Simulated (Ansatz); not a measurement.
# BPd4: single point with PBE

The system is BPd4.

```
Pd B
1.0
     2.89203    0.00000    0.00000
     0.00000    4.36501    0.00000
     0.00000    0.00000    5.85632
Pd B
4 1
Direct
  0.50000 0.00000 0.19758
  0.00000 0.00000 0.61947
  0.00000 0.50000 0.32916
  0.50000 0.50000 0.86756
  0.50000 0.00000 0.86323
```

The cell comes from a database or a generator and needn't be the stable form of this composition.

| Item | Value |
| --- | --- |
| Program | Ansatz 0.2.0 |
| Task | single point |
| Functional | PBE |
| Potentials or basis | Ansatz PAW |
| Cutoff | 420 eV (not typed: the program's choice for these potentials) |
| k mesh | 9 × 6 × 5 |
| Occupations | fermi-dirac, width 0.05 eV |
| Spin | no spin polarisation |

* Pressure: -1.2 GPa
* Largest force: 0.271 eV/Å
* Band gap on the k mesh: none (metal or under the smearing width)

Forces on the atoms (eV/Å):
```
Pd   0.000  0.000 -0.271
Pd   0.000  0.000  0.073
Pd   0.000  0.000  0.045
Pd   0.000  0.000  0.088
B    0.000  0.000  0.064
```

Stress tensor (GPa, compression positive):
```
-1.48  0.00  0.00
 0.00 -0.56  0.00
 0.00  0.00 -1.60
```

Levels at points of the mesh, in eV from the Fermi level:
```
            k point  band 35  band 36  band 37  band 38  band 39  band 40  band 41  band 42
 (0.00, 0.00, 0.00)    -1.19    -0.80    -0.53    -0.27     0.08     0.44     5.25     5.45
(0.00, -0.50, 0.00)    -0.96    -0.87    -0.84    -0.73    -0.44     1.42     2.27     3.98
```

It took 6.9 s on 2 threads of Arm Neoverse V1 (shared host), peak memory 0.39 GiB.
